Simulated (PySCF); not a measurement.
# The bond of AsN, level by level

One table from this session's results is given with a row withheld; the runs are named, their logs left out.

Program: PySCF 2.14.0. Level of theory: As def2-TZVPPD, N def2-TZVPPD, no relativity. These are calculated values, not measurements.

The first run:

The job is set up so:

```
atoms                         : As, N
charge                        : 0
basis                         : As def2-TZVPPD, N def2-TZVPPD
Hamiltonian                   : no relativity
basis functions               : 91
electrons treated             : 40
masses in u                   : 74.9216, 14.0031
levels                        : PBE0, PBE, r²SCAN, BP86, PW91, BLYP, MN15, M06-L, ωB97X-V, HF, MP2, SCS-MP2, CCSD, CCSD(T)
grid                          : 80 radial by 434 angular points
occupations                   : held fixed by the projection of orbital angular momentum
dissociation limit            : As + N, each in its ground configuration
starting distance in angstrom : 1.830
values of 2S to try           : 0, 2, 4
```

The run is started by

```console
> OMP_NUM_THREADS=2 python dia.py task.json out
```

Steps of the session up to this table: Input; First curve: PBE0; Other states along the same grid; PBE; r²SCAN; BP86; PW91 (GGA); BLYP; MN15 (hybrid meta-GGA); M06-L (meta-GGA); ωB97X-V (range-separated hybrid); RHF; MP2 and coupled cluster.

One of the session's tables, all rows but one given; the rest of the session is left out.

Energy (eV) from each level's lowest point:

| R (Å) | RHF | RHF-MP2 | RHF-SCS-MP2 | RHF-CCSD | RHF-CCSD(T) |
| --- | --- | --- | --- | --- | --- |
| 1.381 | 1.874 | 2.740 | 2.688 | n/a | n/a |
| 1.445 | 0.724 | 1.406 | 1.359 | 1.078 | 1.201 |
| 1.510 | 0.149 | 0.603 | 0.565 | 0.363 | 0.441 |
| 1.558 | 0.000 | 0.254 | 0.227 | 0.094 | 0.136 |
| 1.606 | 0.036 | 0.067 | 0.052 | 0.000 | 0.002 |
| 1.654 | 0.217 | 0.000 | 0.000 | 0.040 | 0.000 |
| 1.718 | ? | ? | ? | ? | ? |
| 1.799 | 1.325 | 0.229 | 0.288 | 0.680 | 0.497 |
| 1.895 | 2.332 | 0.542 | 0.649 | 1.344 | 1.051 |
| 2.024 | 3.800 | 0.970 | 1.153 | n/a | n/a |

Q: Estimate the row for R (Å) = 1.718 from the others.

Worked estimate for «RHF». A straight line through the neighbours (1.654, 0.217) and (1.799, 1.325) gives 0.217 + (1.325 − 0.217) × (1.718 − 1.654) / (1.799 − 1.654) = 0.706; a parabola fitted to 4 rows on both sides gives 0.641.

**Answer.** RHF: 0.626; RHF-MP2: 0.043; RHF-SCS-MP2: 0.067; RHF-CCSD: 0.249; RHF-CCSD(T): 0.148. In «RHF» the line misses by +0.080 and the parabola by +0.015.
